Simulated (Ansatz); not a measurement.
**C₂H₅NOSi: one molecule under many settings**

How do the results and run time of C₂H₅NOSi respond when the settings are drawn wide?

Method: the settings change from run to run; program: Ansatz 0.2.0, Gaussian basis.

## 1. The molecule

The geometry comes from an earlier relaxation with PBE0-D4 in a triple-zeta def2 set; it is a stationary point, not always the lowest conformer.

SMILES `OC1N=C1[SiH3]`, 10 atoms, charge 0, spin multiplicity 1.

Atoms are counted from 1 here; the program's logs count them from 0.

Bond lengths: O1–C2 1.381 Å, O1–H6 0.962 Å, C2–N3 1.481 Å, C2–C4 1.442 Å, C2–H7 1.088 Å, N3–C4 1.266 Å, C4–Si5 1.862 Å, Si5–H8 1.482 Å, Si5–H9 1.482 Å, Si5–H10 1.483 Å. Angles: C2–O1–H6 108.8°, O1–C2–N3 118.2°, O1–C2–C4 118.2°, O1–C2–H7 115.2°, N3–C2–C4 51.3°, N3–C2–H7 117.0°, C4–C2–H7 121.8°, C2–N3–C4 62.8°, C2–C4–N3 66.0°, C2–C4–Si5 152.4°, N3–C4–Si5 141.5°, C4–Si5–H8 107.8°, C4–Si5–H9 109.4°, C4–Si5–H10 107.6°, H8–Si5–H9 111.1°, H8–Si5–H10 109.9°, H9–Si5–H10 110.8°.

## 2. B3LYP/def2-mTZVP

Set apart from the defaults: a point charge of 0.50 e beside it.

The input, in.yaml:

```yaml
crystal:
  periodic: [false, false, false]
  atoms:
    - {symbol: O, position_ang: [-1.777925, 1.291699, 0.179645]}
    - {symbol: C, position_ang: [-0.577901, 0.968632, 0.782901]}
    - {symbol: N, position_ang: [-0.454057, -0.358026, 1.429915]}
    - {symbol: C, position_ang: [0.126353, -0.200031, 0.316238]}
    - {symbol: Si, position_ang: [1.113272, -1.133373, -0.957822]}
    - {symbol: H, position_ang: [-2.376834, 1.638845, 0.847949]}
    - {symbol: H, position_ang: [-0.058418, 1.799859, 1.255423]}
    - {symbol: H, position_ang: [0.345279, -1.121121, -2.225070]}
    - {symbol: H, position_ang: [1.343284, -2.518950, -0.485548]}
    - {symbol: H, position_ang: [2.400047, -0.418633, -1.140834]}
basis:
  gaussian: {orbitals: def2-mTZVP, point_charges: [{charge: 0.50, position_ang: [5.585, -0.761, 0.701]}]}
hamiltonian: {xc: {name: B3LYP}}
output: {forces: true}
```

On the command line:

```console
$ ansatz run in.yaml --threads 4 --pin off --events-out ev --progress --plain --max-ram 10444MiB
```

Log, shortened:

```text
Functional definition: B3LYP
  name "B3LYP"
  cite "Stephens, Devlin, Chabalowski & Frisch, J. Phys. Chem. 98, 11623 (1994) doi:10.1021/j100096a001"
  cite "Becke, Phys. Rev. A 38, 3098 (1988) doi:10.1103/PhysRevA.38.3098"
  cite "Lee, Yang & Parr, Phys. Rev. B 37, 785 (1988) doi:10.1103/PhysRevB.37.785"
  cite "Vosko, Wilk & Nusair, Can. J. Phys. 58, 1200 (1980) doi:10.1139/p80-159"
[...]
1079 factors; integrals over basis functions are off by at most 9.5e-4 eV
[...]
mean field -13570.20845004 eV, -498.6959623213 hartree, gradient 2.5e-5 eV, S^2 0.000000; 0 other end points of the search recorded, 0 dependent functions left out
[...]
reference -13570.20872355 eV, -498.6959723725 hartree; 23, 23 occupied and 95, 95 virtual orbitals, 1079 factors
Total energy: -13570.20872355 eV, -498.6959723725 hartree
Atom 0 at    -1.777925     1.291699     0.179645 Å, force    -0.078899     0.004045    -0.327300 eV/Å
Atom 1 at    -0.577901     0.968632     0.782901 Å, force     0.209578     0.426124    -0.002155 eV/Å
Atom 2 at    -0.454057    -0.358026     1.429915 Å, force    -0.027375    -0.446883     0.435201 eV/Å
Atom 3 at     0.126353    -0.200031     0.316238 Å, force     0.187266     0.004873    -0.150207 eV/Å
Atom 4 at     1.113272    -1.133373    -0.957822 Å, force    -0.222550    -0.137882    -0.193753 eV/Å
Atom 5 at    -2.376834     1.638845     0.847949 Å, force    -0.284123     0.141918     0.195018 eV/Å
Atom 6 at    -0.058418     1.799859     1.255423 Å, force    -0.036314    -0.005951    -0.002134 eV/Å
Atom 7 at     0.345279    -1.121121    -2.225070 Å, force     0.116407    -0.008655     0.041684 eV/Å
Atom 8 at     1.343284    -2.518950    -0.485548 Å, force     0.070601     0.049155    -0.015115 eV/Å
Atom 9 at     2.400047    -0.418633    -1.140834 Å, force     0.066338    -0.026993     0.018632 eV/Å
Dipole moment:     0.051030     0.190339    -0.093902 e Å
```

Run time: 2.7 s. Hardware: 4 threads of Arm Neoverse N1, shared host.

Largest force 0.624 eV/Å, dipole 1.05 D.

## 3. B97/cc-pVTZ

Options: unrestricted orbitals, high accuracy, the search for lower states set to full.

Edit in.yaml of step 2 so:

```diff
@@ -14,4 +14,7 @@
 basis:
-  gaussian: {orbitals: def2-mTZVP, point_charges: [{charge: 0.50, position_ang: [5.585, -0.761, 0.701]}]}
-hamiltonian: {xc: {name: B3LYP}}
+  gaussian: {orbitals: cc-pVTZ}
+magnetization: {spin_polarized: true, initial_magnetization: 0}
+hamiltonian: {xc: {name: B97}}
+accuracy: high
+scf: {lower_state_search: full}
 output: {forces: true}
```

Same command.

Log, shortened:

```text
Functional definition: B97
  name "B97"
  cite "Becke, J. Chem. Phys. 107, 8554 (1997) doi:10.1063/1.475007"
[...]
      + integral(e_c_pw_opposite_spin*poly(b97_u_opposite, cos0, cos1, cos2))
4007 factors; integrals over basis functions are off by at most 7.5e-9 eV
[...]
mean field -13567.10502798 eV, -498.5819136642 hartree, gradient 2.5e-8 eV, S^2 0.000000; 0 other end points of the search recorded, 0 dependent functions left out
[...]
reference -13567.10503052 eV, -498.5819137577 hartree; 23, 23 occupied and 201, 201 virtual orbitals, 4007 factors
Total energy: -13567.10503052 eV, -498.5819137577 hartree
Atom 0 at    -1.777925     1.291699     0.179645 Å, force    -0.279076     0.103378    -0.165852 eV/Å
Atom 1 at    -0.577901     0.968632     0.782901 Å, force    -0.006139     0.651591     0.057438 eV/Å
Atom 2 at    -0.454057    -0.358026     1.429915 Å, force    -0.100102    -0.472143     0.535383 eV/Å
Atom 3 at     0.126353    -0.200031     0.316238 Å, force     0.268193    -0.190830    -0.296651 eV/Å
Atom 4 at     1.113272    -1.133373    -0.957822 Å, force     0.087642    -0.087386    -0.108579 eV/Å
Atom 5 at    -2.376834     1.638845     0.847949 Å, force    -0.023212     0.015147     0.017801 eV/Å
Atom 6 at    -0.058418     1.799859     1.255423 Å, force     0.011907     0.017282     0.014061 eV/Å
Atom 7 at     0.345279    -1.121121    -2.225070 Å, force    -0.006152    -0.008381    -0.036671 eV/Å
Atom 8 at     1.343284    -2.518950    -0.485548 Å, force     0.012246    -0.035395    -0.002292 eV/Å
Atom 9 at     2.400047    -0.418633    -1.140834 Å, force     0.034694     0.006738    -0.014639 eV/Å
Dipole moment:     0.161847     0.171455    -0.087069 e Å
```

Run time: 74 s. Hardware: 4 threads of Arm Neoverse N1, shared host; peak memory 2.1 GiB.

Largest force 0.721 eV/Å, dipole 1.21 D, ⟨S²⟩ 0.000.

## 4. r2SCAN50/x2c-TZVPPall

Edit in.yaml of step 3 so:

```diff
@@ -14,7 +14,4 @@
 basis:
-  gaussian: {orbitals: cc-pVTZ}
-magnetization: {spin_polarized: true, initial_magnetization: 0}
-hamiltonian: {xc: {name: B97}}
-accuracy: high
-scf: {lower_state_search: full}
+  gaussian: {orbitals: x2c-TZVPPall}
+hamiltonian: {xc: {name: r2SCAN50}}
 output: {forces: true}
```

The command is unchanged.

Log, shortened:

```text
Functional definition: r2SCAN50
  name "r2SCAN50"
  cite "Bursch, Neugebauer, Ehlert & Grimme, J. Chem. Phys. 156, 134105 (2022) doi:10.1063/5.0086040"
  cite "Furness, Kaplan, Ning, Perdew & Sun, J. Phys. Chem. Lett. 11, 8208 (2020) doi:10.1021/acs.jpclett.0c02405"
  cite "Furness, Kaplan, Ning, Perdew & Sun, J. Phys. Chem. Lett. 11, 9248 (2020) doi:10.1021/acs.jpclett.0c03077"
  parent r2scan
[...]
1404 factors; their error is unknown
[...]
mean field -13584.19054614 eV, -499.2097948757 hartree, gradient 6.1e-5 eV, S^2 0.000000; 0 other end points of the search recorded, 0 dependent functions left out
[...]
reference -13584.19055351 eV, -499.2097951465 hartree; 23, 23 occupied and 213, 213 virtual orbitals, 1404 factors
Total energy: -13584.19055351 eV, -499.2097951465 hartree
Relativity: scalar
Atom 0 at    -1.777925     1.291699     0.179645 Å, force     0.021881     0.151345     0.794174 eV/Å
Atom 1 at    -0.577901     0.968632     0.782901 Å, force    -0.001418    -0.405607     0.027448 eV/Å
Atom 2 at    -0.454057    -0.358026     1.429915 Å, force     0.413336     0.620446    -1.160958 eV/Å
Atom 3 at     0.126353    -0.200031     0.316238 Å, force    -0.588757     0.118971     0.915415 eV/Å
Atom 4 at     1.113272    -1.133373    -0.957822 Å, force     0.055787    -0.048063    -0.069226 eV/Å
Atom 5 at    -2.376834     1.638845     0.847949 Å, force     0.455892    -0.277875    -0.523584 eV/Å
Atom 6 at    -0.058418     1.799859     1.255423 Å, force    -0.213841    -0.286154    -0.175125 eV/Å
Atom 7 at     0.345279    -1.121121    -2.225070 Å, force     0.128183    -0.000531     0.226337 eV/Å
Atom 8 at     1.343284    -2.518950    -0.485548 Å, force    -0.047738     0.248240    -0.072947 eV/Å
Atom 9 at     2.400047    -0.418633    -1.140834 Å, force    -0.223325    -0.120770     0.038466 eV/Å
Dipole moment:     0.192535     0.174209    -0.094817 e Å
```

Wall time 10 s (4 threads of Arm Neoverse N1, shared host); peak memory 0.65 GiB.

Largest force 1.380 eV/Å, dipole 1.33 D.

## 5. PBEsol/def2-TZVP

Set apart from the defaults: high accuracy.

Edit in.yaml of step 4 so:

```diff
@@ -14,4 +14,5 @@
 basis:
-  gaussian: {orbitals: x2c-TZVPPall}
-hamiltonian: {xc: {name: r2SCAN50}}
+  gaussian: {orbitals: def2-TZVP}
+hamiltonian: {xc: {name: PBEsol}}
+accuracy: high
 output: {forces: true}
```

Launched as before.

Log, shortened:

```text
Functional definition: PBEsol
  name "PBEsol"
  cite "Perdew et al., Phys. Rev. Lett. 100, 136406 (2008) doi:10.1103/PhysRevLett.100.136406"
  cite "Perdew, Burke & Ernzerhof, Phys. Rev. Lett. 77, 3865 (1996) doi:10.1103/PhysRevLett.77.3865"
  parent pbesol
[...]
3503 factors; integrals over basis functions are off by at most 2.8e-8 eV
[...]
mean field -13523.44312559 eV, -496.9773683466 hartree, gradient 6.9e-8 eV, S^2 0.000000; 0 other end points of the search recorded, 0 dependent functions left out
[...]
reference -13523.44312987 eV, -496.9773685038 hartree; 23, 23 occupied and 168, 168 virtual orbitals, 3503 factors
Total energy: -13523.44312987 eV, -496.9773685038 hartree
Atom 0 at    -1.777925     1.291699     0.179645 Å, force     0.190436    -0.220068    -0.565526 eV/Å
Atom 1 at    -0.577901     0.968632     0.782901 Å, force    -0.165940     0.276478    -0.126139 eV/Å
Atom 2 at    -0.454057    -0.358026     1.429915 Å, force    -0.341577    -0.448309     0.883138 eV/Å
Atom 3 at     0.126353    -0.200031     0.316238 Å, force     0.496435    -0.116219    -0.802791 eV/Å
Atom 4 at     1.113272    -1.133373    -0.957822 Å, force    -0.106366     0.082049     0.152434 eV/Å
Atom 5 at    -2.376834     1.638845     0.847949 Å, force    -0.395374     0.243626     0.448009 eV/Å
Atom 6 at    -0.058418     1.799859     1.255423 Å, force     0.203931     0.281531     0.176093 eV/Å
Atom 7 at     0.345279    -1.121121    -2.225070 Å, force    -0.111309     0.006396    -0.193987 eV/Å
Atom 8 at     1.343284    -2.518950    -0.485548 Å, force     0.040350    -0.214335     0.061582 eV/Å
Atom 9 at     2.400047    -0.418633    -1.140834 Å, force     0.189414     0.108851    -0.032812 eV/Å
Dipole moment:     0.151302     0.178476    -0.078912 e Å
```

It took 16 s on 4 threads of Arm Neoverse N1, shared host; peak memory 0.87 GiB.

Largest force 1.048 eV/Å, dipole 1.19 D.

## 6. B97/cc-pVDZ

Options: multiplicity 3, a point charge of 2.00 e beside it.

Edit in.yaml of step 5 so:

```diff
@@ -14,5 +14,5 @@
 basis:
-  gaussian: {orbitals: def2-TZVP}
-hamiltonian: {xc: {name: PBEsol}}
-accuracy: high
+  gaussian: {orbitals: cc-pVDZ, point_charges: [{charge: 2.00, position_ang: [4.954, 0.001, 0.891]}]}
+magnetization: {spin_polarized: true, initial_magnetization: 2}
+hamiltonian: {xc: {name: B97}}
 output: {forces: true}
```

Launched as before.

Log, shortened:

```text
Functional definition: B97
  name "B97"
  cite "Becke, J. Chem. Phys. 107, 8554 (1997) doi:10.1063/1.475007"
[...]
      + integral(e_c_pw_opposite_spin*poly(b97_u_opposite, cos0, cos1, cos2))
926 factors; integrals over basis functions are off by at most 1.0e-3 eV
[...]
mean field -13561.86508448 eV, -498.3893492922 hartree, gradient 4.4e-5 eV, S^2 2.006541; 2 other end points of the search recorded, 0 dependent functions left out
[...]
reference -13561.86510767 eV, -498.3893501445 hartree; 24, 22 occupied and 75, 77 virtual orbitals, 926 factors
Total energy: -13561.86510767 eV, -498.3893501445 hartree
Atom 0 at    -1.777925     1.291699     0.179645 Å, force     1.532197    -1.029297     0.383612 eV/Å
Atom 1 at    -0.577901     0.968632     0.782901 Å, force    -3.297664     2.970477     0.288872 eV/Å
Atom 2 at    -0.454057    -0.358026     1.429915 Å, force    -1.752389    -0.327024     3.286260 eV/Å
Atom 3 at     0.126353    -0.200031     0.316238 Å, force     4.178330    -3.584639    -4.117333 eV/Å
Atom 4 at     1.113272    -1.133373    -0.957822 Å, force    -1.879666     0.737020     0.438504 eV/Å
Atom 5 at    -2.376834     1.638845     0.847949 Å, force    -0.393562     0.736774     0.253170 eV/Å
Atom 6 at    -0.058418     1.799859     1.255423 Å, force     0.122116     0.449280     0.211665 eV/Å
Atom 7 at     0.345279    -1.121121    -2.225070 Å, force     0.372373    -0.015139    -0.500846 eV/Å
Atom 8 at     1.343284    -2.518950    -0.485548 Å, force     0.189397    -0.103680     0.278650 eV/Å
Atom 9 at     2.400047    -0.418633    -1.140834 Å, force     1.426067     0.290277    -0.200977 eV/Å
Dipole moment:    -0.872726     0.443759     0.122594 e Å
```

Wall time 11 s (4 threads of Arm Neoverse N1, shared host).

Largest force 6.875 eV/Å, dipole 4.74 D, ⟨S²⟩ 2.007.

## 7. wB97M-V/def2-TZVPP

This run has charge +1, multiplicity 2, restricted open-shell orbitals.

Edit in.yaml of step 6 so:

```diff
@@ -14,5 +14,5 @@
 basis:
-  gaussian: {orbitals: cc-pVDZ, point_charges: [{charge: 2.00, position_ang: [4.954, 0.001, 0.891]}]}
-magnetization: {spin_polarized: true, initial_magnetization: 2}
-hamiltonian: {xc: {name: B97}}
-output: {forces: true}
+  gaussian: {orbitals: def2-TZVPP}
+total_charge: 1
+magnetization: {spin_polarized: false, initial_magnetization: 1}
+hamiltonian: {xc: {name: wB97M-V}}
```

Same command.

Log, shortened:

```text
Functional definition: wB97M-V
  name "wB97M-V"
  cite "Mardirossian & Head-Gordon, J. Chem. Phys. 144, 214110 (2016) doi:10.1063/1.4952647"
  cite "Becke, J. Chem. Phys. 107, 8554 (1997) doi:10.1063/1.475007"
  cite "Vydrov & Van Voorhis, J. Chem. Phys. 133, 244103 (2010) doi:10.1063/1.3521275"
  # Of w^i u^j: cxij and so on, Table III.
[...]
  gx(w, u) = 1 - cx + cx01*u + cx10*w
  gss(w, u) = css00 + css04*u^4 + css10*w + css20*w^2 + css43*w^4*u^3
  gos(w, u) = cos00 + cos10*w + (cos20 + cos21*u)*w^2 + (cos60 + cos61*u)*w^6
[...]
      + integral(e_c_pw_mod_opposite_spin*gos(b97_w_opposite, b97_u_opposite)) + vv10(b, c)
1252 factors; their error is unknown
292 factors; integrals over basis functions are off by at most 1.2e-5 eV
[...]
mean field -13558.08184522 eV, -498.2503178139 hartree, gradient 6.7e-5 eV, S^2 0.750000; 4 other end points of the search recorded, 0 dependent functions left out
reference -13558.08189564 eV, -498.2503196669 hartree; 23, 22 occupied and 213, 214 virtual orbitals, 1252 factors
Total energy: -13558.08189564 eV, -498.2503196669 hartree
```

Run time: 34 s. Hardware: 4 threads of Arm Neoverse N1, shared host; peak memory 1.1 GiB.

## 8. RPBE/def2-TZVP

Options: coordinates scaled by 0.92, the search for lower states set to full.

The input, in.yaml:

```yaml
crystal:
  periodic: [false, false, false]
  atoms:
    - {symbol: O, position_ang: [-1.635691, 1.188363, 0.165274]}
    - {symbol: C, position_ang: [-0.531669, 0.891142, 0.720269]}
    - {symbol: N, position_ang: [-0.417733, -0.329384, 1.315522]}
    - {symbol: C, position_ang: [0.116245, -0.184029, 0.290939]}
    - {symbol: Si, position_ang: [1.024210, -1.042704, -0.881196]}
    - {symbol: H, position_ang: [-2.186687, 1.507738, 0.780113]}
    - {symbol: H, position_ang: [-0.053745, 1.655870, 1.154989]}
    - {symbol: H, position_ang: [0.317657, -1.031432, -2.047065]}
    - {symbol: H, position_ang: [1.235822, -2.317434, -0.446704]}
    - {symbol: H, position_ang: [2.208043, -0.385142, -1.049567]}
basis:
  gaussian: {orbitals: def2-TZVP}
hamiltonian: {xc: {name: RPBE}}
scf: {lower_state_search: full}
```

Launched as before.

Log:

```text
Functional definition: RPBE
  name "RPBE"
  cite "Hammer, Hansen & Nørskov, Phys. Rev. B 59, 7413 (1999) doi:10.1103/PhysRevB.59.7413"
  cite "Perdew, Burke & Ernzerhof, Phys. Rev. Lett. 77, 3865 (1996) doi:10.1103/PhysRevLett.77.3865"
  parameter kappa = 0.804
  parameter beta = 0.06672455060314922
  exchange = rpbe_x(kappa = kappa, mu = beta*pi^2/3)
  correlation = pbe_c(beta = beta)
1138 factors; their error is unknown
mean field evaluation 1: about -13555.9530 eV, gradient 7.4e1 eV
mean field evaluation 2: about -13533.2433 eV, gradient 1.3e2 eV
mean field evaluation 4: about -13566.1377 eV, gradient 1.8e1 eV
mean field evaluation 8: about -13566.7767 eV, gradient 4.9e-2 eV
mean field evaluation 16: about -13566.7507 eV, gradient 5.7e-5 eV
mean field -13566.75065017 eV, -498.5688905199 hartree, gradient 5.7e-5 eV, S^2 0.000000; 0 other end points of the search recorded, 0 dependent functions left out
reference -13566.75069269 eV, -498.5688920826 hartree; 23, 23 occupied and 168, 168 virtual orbitals, 1138 factors
Total energy: -13566.75069269 eV, -498.5688920826 hartree
```

Wall time 2.4 s (4 threads of Arm Neoverse N1, shared host).

## 9. r2SCANh/aug-cc-pVTZ

This run has multiplicity 3, atoms shaken by 0.15 Å, D3(BJ) dispersion.

The input, in.yaml:

```yaml
crystal:
  periodic: [false, false, false]
  atoms:
    - {symbol: O, position_ang: [-1.910479, 1.468154, 0.135756]}
    - {symbol: C, position_ang: [-0.622160, 1.023488, 0.831277]}
    - {symbol: N, position_ang: [-0.342115, -0.428693, 1.369568]}
    - {symbol: C, position_ang: [0.203834, -0.120554, 0.614255]}
    - {symbol: Si, position_ang: [1.562575, -1.352777, -0.766864]}
    - {symbol: H, position_ang: [-2.365587, 1.689325, 0.969533]}
    - {symbol: H, position_ang: [-0.195294, 1.923069, 1.182373]}
    - {symbol: H, position_ang: [0.410136, -1.168999, -2.387598]}
    - {symbol: H, position_ang: [1.331021, -2.625307, -0.660084]}
    - {symbol: H, position_ang: [2.416110, -0.624413, -1.413573]}
basis:
  gaussian: {orbitals: aug-cc-pVTZ}
magnetization: {spin_polarized: true, initial_magnetization: 2}
hamiltonian: {xc: {name: r2SCANh}, dispersion: d3bj}
```

Launched as before.

Log, shortened:

```text
Warning: the engine holds no damping parameters fitted to this dispersion correction and functional, so the run takes those fitted to r2scanh beside the three-body term, which d3bj leaves out (hamiltonian.dispersion, under Limitations)
Functional definition: r2SCANh
  name "r2SCANh"
  cite "Bursch, Neugebauer, Ehlert & Grimme, J. Chem. Phys. 156, 134105 (2022) doi:10.1063/5.0086040"
  cite "Furness, Kaplan, Ning, Perdew & Sun, J. Phys. Chem. Lett. 11, 8208 (2020) doi:10.1021/acs.jpclett.0c02405"
  cite "Furness, Kaplan, Ning, Perdew & Sun, J. Phys. Chem. Lett. 11, 9248 (2020) doi:10.1021/acs.jpclett.0c03077"
  parent r2scan
[...]
1472 factors; their error is unknown
[...]
mean field -13553.86812471 eV, -498.0954664414 hartree, gradient 1.4e-5 eV, S^2 2.027076; 4 other end points of the search recorded, 0 dependent functions left out
reference -13553.86816642 eV, -498.0954679743 hartree; 24, 22 occupied and 325, 327 virtual orbitals, 1472 factors
Total energy: -13553.93086411 eV, -498.0977720719 hartree
```

It took 1.8 min on 4 threads of Arm Neoverse N1, shared host; peak memory 2 GiB.

⟨S²⟩ 2.027.

## 10. wB97X/ANO-RCC-VTZP

Set apart from the defaults: density fitting with def2-universal-jkfit, a grid of angular degree 23, a point charge of 1.00 e beside it.

The input, in.yaml:

```yaml
crystal:
  periodic: [false, false, false]
  atoms:
    - {symbol: O, position_ang: [-1.777925, 1.291699, 0.179645]}
    - {symbol: C, position_ang: [-0.577901, 0.968632, 0.782901]}
    - {symbol: N, position_ang: [-0.454057, -0.358026, 1.429915]}
    - {symbol: C, position_ang: [0.126353, -0.200031, 0.316238]}
    - {symbol: Si, position_ang: [1.113272, -1.133373, -0.957822]}
    - {symbol: H, position_ang: [-2.376834, 1.638845, 0.847949]}
    - {symbol: H, position_ang: [-0.058418, 1.799859, 1.255423]}
    - {symbol: H, position_ang: [0.345279, -1.121121, -2.225070]}
    - {symbol: H, position_ang: [1.343284, -2.518950, -0.485548]}
    - {symbol: H, position_ang: [2.400047, -0.418633, -1.140834]}
basis:
  gaussian: {orbitals: ANO-RCC-VTZP, fitting: {mean_field: def2-universal-jkfit}, final_grid: {core_spheres: 8, valence_spheres: 7, degree: 23}, point_charges: [{charge: 1.00, position_ang: [6.162, -0.360, 0.366]}]}
hamiltonian: {xc: {name: wB97X}}
```

The command is unchanged.

Log, shortened:

```text
Functional definition: wB97X
  name "wB97X"
  cite "Chai & Head-Gordon, J. Chem. Phys. 128, 084106 (2008) doi:10.1063/1.2834918"
  cite "Becke, J. Chem. Phys. 107, 8554 (1997) doi:10.1063/1.475007"
[...]
  # The coefficients of nought are those of the uniform gas.
[...]
      + exact_x_lr(omega)
[...]
      + integral(e_c_pw_opposite_spin*poly(b97_u_opposite, 1, cos1, cos2, cos3, cos4))
522 factors; integrals over basis functions are off by at most 5.8e-1 eV
522 factors; integrals over basis functions are off by at most 2.4e-4 eV
[...]
mean field -13588.73828345 eV, -499.3769211391 hartree, gradient 4.7e-5 eV, S^2 0.000000; 0 other end points of the search recorded, 0 dependent functions left out
reference -13588.73823066 eV, -499.3769191992 hartree; 23, 23 occupied and 201, 201 virtual orbitals, 522 factors
Total energy: -13588.73823066 eV, -499.3769191992 hartree
Relativity: scalar
```

Wall time 6.5 s (4 threads of Arm Neoverse N1, shared host); peak memory 0.54 GiB.

## 11. The runs in one table

```csv
level,charge,multiplicity,geometry,functions,energy (eV),time
B3LYP/def2-mTZVP,0,1,"relaxed, point charge",118,-13570.209,2.7 s
B97/cc-pVTZ,0,1,relaxed,224,-13567.105,74 s
r2SCAN50/x2c-TZVPPall,0,1,relaxed,236,-13584.191,10 s
PBEsol/def2-TZVP,0,1,relaxed,191,-13523.443,16 s
B97/cc-pVDZ,0,3,"relaxed, point charge",99,-13561.865,11 s
wB97M-V/def2-TZVPP,1,2,relaxed,236,-13558.082,34 s
RPBE/def2-TZVP,0,1,scaled,191,-13566.751,2.4 s
r2SCANh/aug-cc-pVTZ,0,3,shaken,349,-13553.931,1.8 min
wB97X/ANO-RCC-VTZP,0,1,"relaxed, point charge",224,-13588.738,6.5 s
```

## 12. Outcome

| quantity | value |
| --- | --- |
| runs | 9 |
| quickest | RPBE/def2-TZVP, 2.4 s |
| slowest | r2SCANh/aug-cc-pVTZ, 1.8 min |
| spread of total energies, same state and geometry | 60.7 eV |
| dipole, same state and geometry | 1.19 to 1.33 D |

**Reading.** r2SCANh/aug-cc-pVTZ took 44 times as long as RPBE/def2-TZVP. The jobs differ in tasks and options as well as level. Total energies at one charge and spin differ by 61 eV between levels, so only differences within one level mean anything. Some of these runs are scalar-relativistic and others not, which shifts the totals of all-electron atoms past neon by eV; core potentials, where a basis has them, take the core out of the total altogether. At the PBE0-D4/def2-TZVP geometry and in the same state, runs without warnings or point charges leave forces up to 1.38 eV/Å (r2SCAN50/x2c-TZVPPall). At that geometry and state the dipole changes by 12 % between the lowest and highest value.
